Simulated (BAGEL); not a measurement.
# CH5B2N (SMILES BB1CN1): HF/STO-3G (density fitting with qzvpp-jkfit)

What is the vertical singlet–triplet gap of CH5B2N at HF/STO-3G (density fitting with qzvpp-jkfit)? 

The results are computed with BAGEL 1.2.2.

### Step 1. The molecule

The species is CH5B2N (9 atoms), meant as a singlet with charge 0. As SMILES, `BB1CN1`. Geometry: relaxed at PBE0-D4/def2-TZVP. This is one conformer, not always the lowest.

Bond lengths: B1–B2 1.632 Å, B2–C3 1.590 Å, B2–N4 1.356 Å, C3–N4 1.443 Å, B1–H5 1.198 Å, B1–H6 1.197 Å, C3–H7 1.088 Å, C3–H8 1.090 Å, N4–H9 1.003 Å. Some angles: B1–B2–C3 146.8°, B1–B2–N4 155.1°, C3–B2–N4 58.0°, B2–C3–N4 52.8°, B2–N4–C3 69.2°, B2–B1–H5 121.0°, B2–B1–H6 122.0°, B2–C3–H7 121.4°, B2–C3–H8 118.9°, N4–C3–H7 116.7°.

### Step 2. The energy at HF/STO-3G (density fitting with qzvpp-jkfit)

The input, input.json:

```json
{ "bagel": [

{
  "title": "molecule",
  "basis": "sto-3g",
  "df_basis": "qzvpp-jkfit",
  "angstrom": "true",
  "geometry": [
    { "atom": "B", "xyz": [      -0.727500,       1.327800,      -0.994400 ] },
    { "atom": "B", "xyz": [      -0.166400,       0.197400,       0.041000 ] },
    { "atom": "C", "xyz": [       0.575300,      -1.198500,       0.211800 ] },
    { "atom": "N", "xyz": [       0.142600,      -0.307600,       1.260600 ] },
    { "atom": "H", "xyz": [       0.018000,       2.098200,      -1.529000 ] },
    { "atom": "H", "xyz": [      -1.879100,       1.377000,      -1.318200 ] },
    { "atom": "H", "xyz": [       0.039400,      -2.141000,       0.119200 ] },
    { "atom": "H", "xyz": [       1.640700,      -1.259400,      -0.010100 ] },
    { "atom": "H", "xyz": [       0.445400,      -0.140300,       2.202200 ] }
  ]
},

{ "title": "hf" },

{ "title": "print", "file": "orbitals.molden", "orbitals": "true" }

]}
```

On the command line:

```
$ BAGEL_NUM_THREADS=1 BAGEL input.json > input.out
```

The program printed:

```text
* using 1 threads per process

  ===============================================================
  ===============================================================

  *** Geometry ***

  { "atom" : "B", "xyz" : [     -1.374776,      2.509178,     -1.879144 ] },
  { "atom" : "B", "xyz" : [     -0.314450,      0.373032,      0.077479 ] },
  { "atom" : "C", "xyz" : [      1.087159,     -2.264837,      0.400244 ] },
  { "atom" : "N", "xyz" : [      0.269475,     -0.581280,      2.382189 ] },
  { "atom" : "H", "xyz" : [      0.034015,      3.965023,     -2.889391 ] },
  { "atom" : "H", "xyz" : [     -3.550984,      2.602153,     -2.491037 ] },
  { "atom" : "H", "xyz" : [      0.074455,     -4.045904,      0.225255 ] },
  { "atom" : "H", "xyz" : [      3.100474,     -2.379921,     -0.019086 ] },
  { "atom" : "H", "xyz" : [      0.841684,     -0.265129,      4.161555 ] },

  Number of auxiliary basis functions:      392

  Since a DF basis is specified, we compute 2- and 3-index integrals:
    o Being stored without compression. Storage requirement is 0.002 GB

  Number of basis functions:       25
  Number of electrons      :       28

    * METHOD: MOLECULE                             0.10

  *** RHF ***

  === Nuclear Repulsion ===
    90.4421771827

      * DIIS with orbital gradients will be used.

  === RHF iteration (sto-3g) ===
      0       -142.68475200          0.01354107           0.01
      1       -142.73315198          0.00469795           0.01
      2       -142.73776972          0.00163842           0.01
      3       -142.73841377          0.00018656           0.00
      4       -142.73842658          0.00007222           0.00
      5       -142.73842875          0.00001985           0.01
      6       -142.73842889          0.00000700           0.01
      7       -142.73842891          0.00000118           0.01
      8       -142.73842891          0.00000035           0.01
      9       -142.73842891          0.00000013           0.00
     10       -142.73842891          0.00000005           0.00
     11       -142.73842891          0.00000002           0.00
     12       -142.73842891          0.00000001           0.00
    * SCF iteration converged.

    * Permanent dipole moment:
           (   -0.179849,    -0.124409,    -0.342062) a.u.

    * METHOD: HF                                   0.12

    * METHOD: PRINT                                0.00

  ===============================================================
```

Run time: 0.5 s. Hardware: 1 thread of Intel Xeon Platinum 8488C (Sapphire Rapids), shared host; peak memory 0.08 GiB.

### Step 3. The triplet at the same level

The input, input.json:

```json
{ "bagel" : [

{
  "title" : "molecule",
  "basis" : "sto-3g",
  "df_basis" : "qzvpp-jkfit",
  "angstrom" : "true",
  "geometry" : [
    { "atom" : "B", "xyz" : [      -0.727500,       1.327800,      -0.994400 ] },
    { "atom" : "B", "xyz" : [      -0.166400,       0.197400,       0.041000 ] },
    { "atom" : "C", "xyz" : [       0.575300,      -1.198500,       0.211800 ] },
    { "atom" : "N", "xyz" : [       0.142600,      -0.307600,       1.260600 ] },
    { "atom" : "H", "xyz" : [       0.018000,       2.098200,      -1.529000 ] },
    { "atom" : "H", "xyz" : [      -1.879100,       1.377000,      -1.318200 ] },
    { "atom" : "H", "xyz" : [       0.039400,      -2.141000,       0.119200 ] },
    { "atom" : "H", "xyz" : [       1.640700,      -1.259400,      -0.010100 ] },
    { "atom" : "H", "xyz" : [       0.445400,      -0.140300,       2.202200 ] }
  ]
},

{ "title" : "uhf", "nopen" : 2 },

{ "title" : "print", "file" : "orbitals.molden", "orbitals" : "true" }

]}
```

On the command line:

```
$ BAGEL_NUM_THREADS=1 BAGEL input.json > input.out
```

The program printed:

```text
* using 1 threads per process

  ===============================================================
  ===============================================================

  *** Geometry ***

  { "atom" : "B", "xyz" : [     -1.374776,      2.509178,     -1.879144 ] },
  { "atom" : "B", "xyz" : [     -0.314450,      0.373032,      0.077479 ] },
  { "atom" : "C", "xyz" : [      1.087159,     -2.264837,      0.400244 ] },
  { "atom" : "N", "xyz" : [      0.269475,     -0.581280,      2.382189 ] },
  { "atom" : "H", "xyz" : [      0.034015,      3.965023,     -2.889391 ] },
  { "atom" : "H", "xyz" : [     -3.550984,      2.602153,     -2.491037 ] },
  { "atom" : "H", "xyz" : [      0.074455,     -4.045904,      0.225255 ] },
  { "atom" : "H", "xyz" : [      3.100474,     -2.379921,     -0.019086 ] },
  { "atom" : "H", "xyz" : [      0.841684,     -0.265129,      4.161555 ] },

  Number of auxiliary basis functions:      392

  Since a DF basis is specified, we compute 2- and 3-index integrals:
    o Being stored without compression. Storage requirement is 0.002 GB

  Number of basis functions:       25
  Number of electrons      :       28

    * METHOD: MOLECULE                             0.10

  *** Open-shell HF ***

  === Nuclear Repulsion ===
    90.4421771827

      * DIIS with orbital gradients will be used.

  === UHF iteration (sto-3g) ===
      0       -142.44513923          0.03187825           0.01
      1       -142.51839452          0.01130104           0.01
      2       -142.52815515          0.00464268           0.01
      3       -142.53072890          0.00259196           0.01
      4       -142.53296289          0.00191598           0.01
      5       -142.53436852          0.00151683           0.01
      6       -142.53605297          0.00101076           0.01
      7       -142.53672564          0.00069827           0.01
      8       -142.53724955          0.00035616           0.01
      9       -142.53733916          0.00022553           0.01
     10       -142.53737335          0.00012624           0.01
     11       -142.53737878          0.00006672           0.01
     12       -142.53738084          0.00003155           0.01
     13       -142.53738157          0.00001725           0.01
     14       -142.53738174          0.00001177           0.01
     15       -142.53738183          0.00000668           0.01
     16       -142.53738187          0.00000324           0.01
     17       -142.53738187          0.00000163           0.01
     18       -142.53738188          0.00000093           0.01
     19       -142.53738188          0.00000048           0.01
     20       -142.53738188          0.00000028           0.01
     21       -142.53738188          0.00000018           0.01
     22       -142.53738188          0.00000010           0.01
     23       -142.53738188          0.00000006           0.01
     24       -142.53738188          0.00000003           0.01
     25       -142.53738188          0.00000003           0.01
     26       -142.53738188          0.00000002           0.01
     27       -142.53738188          0.00000001           0.01
     28       -142.53738188          0.00000001           0.01
     29       -142.53738188          0.00000001           0.01
    * SCF iteration converged.

    * S^2 (UHF) is 2.0444

    * Permanent dipole moment:
           (   -0.863882,     1.107675,    -1.365949) a.u.

    * METHOD: UHF                                  0.35

    * METHOD: PRINT                                0.00

  ===============================================================
```

Wall time 0.74 s (1 thread of Intel Xeon Platinum 8488C (Sapphire Rapids), shared host); peak memory 0.08 GiB.

### Step 4. What came out

At HF/STO-3G (density fitting with qzvpp-jkfit):

```
                                        quantity          value
                           singlet: total energy  -142.73843 Eh
                          singlet: dipole moment         1.03 D
                            singlet: HOMO energy       -8.70 eV
                            singlet: LUMO energy        6.20 eV
                          singlet: HOMO–LUMO gap       14.90 eV
                           triplet: total energy  -142.53738 Eh
                          triplet: dipole moment         4.98 D
                                   triplet: ⟨S²⟩          2.044
vertical energy of the triplet above the singlet       5.471 eV
```

What this shows: At this shape the triplet lies 5.47 eV (528 kJ/mol) above the singlet. In a minimal basis such a difference can be off by several eV, whatever the method.
